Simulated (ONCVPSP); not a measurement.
# F: the cost of one run

The numbers are computed with ONCVPSP 4.0.1 (PBEsol, scalar-relativistic, spin-unpolarised reference atom).

## (1) Starting point

The settings as typed:

| Item | Value |
| --- | --- |
| element | fluorine (F, Z = 9) |
| type | optimised norm-conserving Vanderbilt (ONCV) |
| frozen core | [He] |
| valence charge | 7 |
| reference configuration | 2s2 2p3 (charge +2) |
| partial waves | 2s: rc 0.60 bohr, ncon 3, nbas 6, qcut 10.4 1/bohr, 2 projectors, debl 3 Ha; 2p: rc 1.00 bohr, ncon 3, nbas 7, qcut 13.1 1/bohr, 3 projectors, debl 1.2 Ha; d scattering state at 0.14 Ha: rc 0.80 bohr, ncon 4, nbas 7, qcut 10.7 1/bohr, 2 projectors, debl 1.6 Ha |
| local potential | polynomial inside 0.40 bohr (lpopt 5, dvloc0 2 Ha) |
| core correction | polynomial model core, fcfact 0.5 |

An earlier all-electron run gives the scale for the radii.

All-electron outer shells of the reference configuration (PBEsol, scalar-relativistic, ld1.x):

```
shell  level (eV)  outermost node (bohr)  outermost maximum (bohr)
   1s     -707.98                      –                      0.11
   2s      -67.75                   0.24                      0.73
   2p      -48.88                      –                      0.66
```

## (2) The generation run

F.dat reads:

```
# ATOM AND REFERENCE CONFIGURATION
# atsym  z   nc   nv     iexc    psfile
  F 9.00    1    2  -116133      upf
#
#   n    l    f
    1    0    2.00
    2    0    2.00
    2    1    3.00
#
# PSEUDOPOTENTIAL AND OPTIMIZATION
# lmax
    2
#
#   l,   rc,      ep,       ncon, nbas, qcut
    0    0.60    0.00    3    6   10.40
    1    1.00    0.00    3    7   13.10
    2    0.80    0.14    4    7   10.70
#
# LOCAL POTENTIAL
# lloc, lpopt,  rc(5),   dvloc0
    4    5    0.40    2.00
#
# VANDERBILT-KLEINMAN-BYLANDER PROJECTORs
# l, nproj, debl
    0    2    3.00
    1    3    1.20
    2    2    1.60
#
# MODEL CORE CHARGE
# icmod, fcfact, rcfact
    1    0.50    0.00
#
# LOG DERIVATIVE ANALYSIS
# epsh1, epsh2, depsh
   -4.00    5.00    0.02
#
# OUTPUT GRID
# rlmax, drl
    6.00    0.01
#
# TEST CONFIGURATIONS
# ncnf
    4
# nvcnf
#   n    l    f
    2
    2    0    2.00
    2    1    5.00
#
    2
    2    0    2.00
    2    1    4.00
#
    2
    2    0    2.00
    2    1    2.00
#
    2
    2    0    2.00
    2    1    1.00
#
```

Started as:

```console
$ oncvpsp.x < F.dat > F.out
```

**Question.** How long does this run take on 1 thread of Intel Xeon 6975P-C, shared host?

About 3.5 s.
